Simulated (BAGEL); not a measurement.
# CH2GaNO (SMILES N#[C][GaH][OH]): PBE0/def2-SVP (density fitting with qzvpp-jkfit)

What is the energy change on altering one bond length of CH2GaNO at PBE0/def2-SVP (density fitting with qzvpp-jkfit)? 

Program for the calculation: BAGEL 1.2.2.

6 further runs of the same task are left out: 6 that didn't finish.

### 1 Starting point

The species is CH2GaNO (6 atoms), meant as a singlet with charge 0. SMILES: `N#[C][GaH][OH]`. Geometry: a GFN2-xTB relaxation, a rough one for these elements and not checked as a minimum. This is one conformer, not always the lowest.

Bond lengths: N1–C2 1.146 Å, C2–Ga3 1.985 Å, Ga3–O4 1.690 Å, Ga3–H5 1.540 Å, O4–H6 0.951 Å. Angles: N1–C2–Ga3 177.3°, C2–Ga3–O4 112.1°, C2–Ga3–H5 120.9°, O4–Ga3–H5 127.0°, Ga3–O4–H6 156.5°.

### 2 A single-point energy at PBE0/def2-SVP (density fitting with qzvpp-jkfit)

Input file calc.json:

```json
{ "bagel": [

{
  "title": "molecule",
  "basis": "svp",
  "df_basis": "qzvpp-jkfit",
  "angstrom": true,
  "geometry": [
    { "atom": "N", "xyz": [       1.518790,      -1.865140,       1.378610 ] },
    { "atom": "C", "xyz": [       0.999460,      -1.077100,       0.727680 ] },
    { "atom": "Ga", "xyz": [       0.178360,       0.295220,      -0.447630 ] },
    { "atom": "O", "xyz": [      -1.410450,       0.651240,       0.004930 ] },
    { "atom": "H", "xyz": [       0.970070,       0.912550,      -1.616000 ] },
    { "atom": "H", "xyz": [      -2.256220,       1.083230,      -0.047590 ] }
  ]
},

{
  "title": "ks",
  "xc_func": "pbe0"
},

{
  "title": "print",
  "file": "orbitals.molden",
  "orbitals": true
}

]}
```

Command:

```console
$ BAGEL_NUM_THREADS=1 BAGEL calc.json > calc.out
```

What it wrote:

```text
* using 1 threads per process

  ===============================================================
  ===============================================================

  *** Geometry ***

  { "atom" : "N", "xyz" : [      2.870097,     -3.524604,      2.605195 ] },
  { "atom" : "C", "xyz" : [      1.888706,     -2.035424,      1.375116 ] },
  { "atom" : "Ga", "xyz" : [      0.337052,      0.557885,     -0.845898 ] },
  { "atom" : "O", "xyz" : [     -2.665364,      1.230665,      0.009316 ] },
  { "atom" : "H", "xyz" : [      1.833167,      1.724470,     -3.053797 ] },
  { "atom" : "H", "xyz" : [     -4.263638,      2.047008,     -0.089932 ] },

  Number of auxiliary basis functions:      531

  Since a DF basis is specified, we compute 2- and 3-index integrals:
    o Being stored without compression. Storage requirement is 0.030 GB

  Number of basis functions:       84
  Number of electrons      :       54

    * METHOD: MOLECULE                             0.29

  *** Kohn-Sham DFT ***

    * Removing 9047 points whose weight is below 1.00e-10
    * Grid points: 80389

  === Nuclear Repulsion ===
   225.3869946721

       - DIIS with orbital gradients will be used.

  === KS iteration (pbe0 / svp) ===
      0      -2012.83297648          0.08862790           0.34
      1      -1738.13006504          0.22815907           0.31
      2      -1927.50134789          0.12197505           0.32
      3      -2002.04695920          0.16680390           0.32
      4      -2068.58459422          0.11452964           0.33
      5      -2018.08588866          0.17572972           0.33
      6      -2017.06108520          0.17730768           0.32
      7      -2017.42056808          0.17677320           0.32
      8      -2056.96497163          0.13009908           0.32
      9      -2089.58269243          0.08528628           0.32
     10      -2074.67980747          0.13903861           0.32
     11      -2092.20381654          0.04759940           0.31
     12      -2092.75811269          0.03470417           0.31
     13      -2093.10621927          0.02373351           0.33
     14      -2093.30405404          0.00442418           0.32
     15      -2093.31187758          0.00130576           0.32
     16      -2093.31262313          0.00037344           0.32
     17      -2093.31269617          0.00007573           0.32
     18      -2093.31269861          0.00001710           0.31
     19      -2093.31269858          0.00001953           0.31
     20      -2093.31269872          0.00000618           0.32
     21      -2093.31269873          0.00000246           0.32
     22      -2093.31269874          0.00000056           0.31
     23      -2093.31269874          0.00000010           0.32
     24      -2093.31269874          0.00000003           0.31
     25      -2093.31269874          0.00000002           0.31
     26      -2093.31269874          0.00000001           0.31
     27      -2093.31269874          0.00000000           0.31
    * SCF iteration converged.

    * Permanent dipole moment:
           (    0.911039,    -1.275011,     1.015400) a.u.

    * METHOD: KS                                   9.28

    * METHOD: PRINT                                0.02

  ===============================================================
```

It took 9.9 s on 1 thread of Arm Neoverse V1, shared host; peak memory 0.36 GiB.

### 3 The distorted shape at the same level

Input file dft.json:

```json
{ "bagel" : [

{
  "title" : "molecule",
  "basis" : "svp",
  "df_basis" : "qzvpp-jkfit",
  "angstrom" : "true",
  "geometry" : [
    { "atom" : "N", "xyz" : [       1.772517,      -1.994735,       1.394366 ] },
    { "atom" : "C", "xyz" : [       1.253187,      -1.206695,       0.743436 ] },
    { "atom" : "Ga", "xyz" : [       0.432087,       0.165625,      -0.431874 ] },
    { "atom" : "O", "xyz" : [      -1.156723,       0.521645,       0.020686 ] },
    { "atom" : "H", "xyz" : [       1.223797,       0.782955,      -1.600244 ] },
    { "atom" : "H", "xyz" : [      -2.256220,       1.083230,      -0.047590 ] }
  ]
},

{ "title" : "ks", "xc_func" : "pbe0" },

{ "title" : "print", "file" : "orbitals.molden", "orbitals" : "true" }

]}
```

Command:

```console
$ BAGEL_NUM_THREADS=1 BAGEL dft.json > dft.out
```

What it wrote:

```text
* using 1 threads per process

  ===============================================================
  ===============================================================

  *** Geometry ***

  { "atom" : "N", "xyz" : [      3.349572,     -3.769503,      2.634970 ] },
  { "atom" : "C", "xyz" : [      2.368180,     -2.280323,      1.404890 ] },
  { "atom" : "Ga", "xyz" : [      0.816526,      0.312986,     -0.816124 ] },
  { "atom" : "O", "xyz" : [     -2.185890,      0.985766,      0.039091 ] },
  { "atom" : "H", "xyz" : [      2.312641,      1.479571,     -3.024023 ] },
  { "atom" : "H", "xyz" : [     -4.263638,      2.047008,     -0.089932 ] },

  Number of auxiliary basis functions:      531

  Since a DF basis is specified, we compute 2- and 3-index integrals:
    o Being stored without compression. Storage requirement is 0.030 GB

  Number of basis functions:       84
  Number of electrons      :       54

    * METHOD: MOLECULE                             0.29

  *** Kohn-Sham DFT ***

    * Removing 8700 points whose weight is below 1.00e-10
    * Grid points: 80736

  === Nuclear Repulsion ===
   223.6491721066

       - DIIS with orbital gradients will be used.

  === KS iteration (pbe0 / svp) ===
      0      -2013.25520548          0.08664215           0.33
      1      -1749.91713585          0.30280682           0.31
      2      -1928.93850183          0.20854028           0.31
      3      -2084.48866137          0.09495503           0.31
      4      -2057.13550041          0.28434248           0.31
      5      -2090.93773467          0.07070819           0.31
      6      -2089.47936109          0.07619019           0.31
      7      -2093.12965475          0.01758903           0.31
      8      -2093.16902723          0.01469652           0.31
      9      -2093.25373595          0.00509376           0.30
     10      -2093.26377965          0.00106908           0.31
     11      -2093.26426551          0.00058135           0.31
     12      -2093.26440002          0.00024330           0.31
     13      -2093.26441773          0.00014554           0.31
     14      -2093.26442378          0.00008116           0.31
     15      -2093.26442654          0.00001858           0.32
     16      -2093.26442667          0.00000753           0.31
     17      -2093.26442669          0.00000161           0.31
     18      -2093.26442669          0.00000056           0.32
     19      -2093.26442669          0.00000018           0.31
     20      -2093.26442669          0.00000010           0.32
     21      -2093.26442669          0.00000004           0.32
     22      -2093.26442669          0.00000002           0.31
     23      -2093.26442669          0.00000001           0.32
     24      -2093.26442669          0.00000000           0.31
    * SCF iteration converged.

    * Permanent dipole moment:
           (    1.115739,    -1.361448,     1.006363) a.u.

    * METHOD: KS                                   8.16

    * METHOD: PRINT                                0.02

  ===============================================================
```

It took 8.7 s on 1 thread of Arm Neoverse V1, shared host; peak memory 0.36 GiB.

### 4 What came out

Level: PBE0/def2-SVP (density fitting with qzvpp-jkfit).

```
                                                         quantity           value
                                        first shape: total energy  -2093.31270 Eh
                                       first shape: dipole moment          4.75 D
                                         first shape: HOMO energy        -8.93 eV
                                         first shape: LUMO energy        -1.71 eV
                                       first shape: HOMO–LUMO gap         7.22 eV
                                    distorted shape: total energy  -2093.26443 Eh
                                   distorted shape: dipole moment          5.15 D
                                     distorted shape: HOMO energy        -8.68 eV
                                     distorted shape: LUMO energy        -1.59 eV
                                   distorted shape: HOMO–LUMO gap         7.08 eV
energy change with the O4–H6 bond stretched from 0.951 to 1.237 Å        1.314 eV
```

In words: With the O4–H6 bond stretched from 0.951 to 1.237 Å the energy rises by 1.31 eV (127 kJ/mol). The first shape isn't relaxed at this level, so the change isn't measured from a minimum.
